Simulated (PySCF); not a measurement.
The system is LiK (Lithium Potassium), in a box.

```xyz
2
Lattice="9.0000 0.0000 0.0000 0.0000 9.0000 0.0000 0.0000 0.0000 13.0000" Properties=species:S:1:pos:R:3 pbc="T T T"
Li    4.5211    4.5363    4.8652
K     4.5019    4.5213    8.1923
```

The cell isn't the ideal one: atoms moved at random, drawn with an rms of 0.05 Å.

Program: PySCF 2.14.0. Alike in all runs: task atomic charges; potentials or basis def2-svp (all-electron); no spin polarisation; cell atoms moved at random, drawn with an rms of 0.05 Å; k mesh 1 × 1 × 1; smearing fixed.

Task: Order these runs on this cell by their band gap on the k mesh, lowest first.
A. level PBEsol0; exxdiv ewald
B. level TM
C. level HSE06+D3(BJ); three-body dispersion term no; exxdiv ewald

Result: B (1.19 eV), C (1.43 eV), A (2.16 eV).

Caveats: this is a molecule in a periodic box at the Γ point, so its band gap is the HOMO-LUMO gap; the basis of atomic orbitals isn't converged, which shifts pressures, moduli and gaps; this program's HSE differs a little from the usual definition (some runs).

Runs at the PBE level aren't shown here.
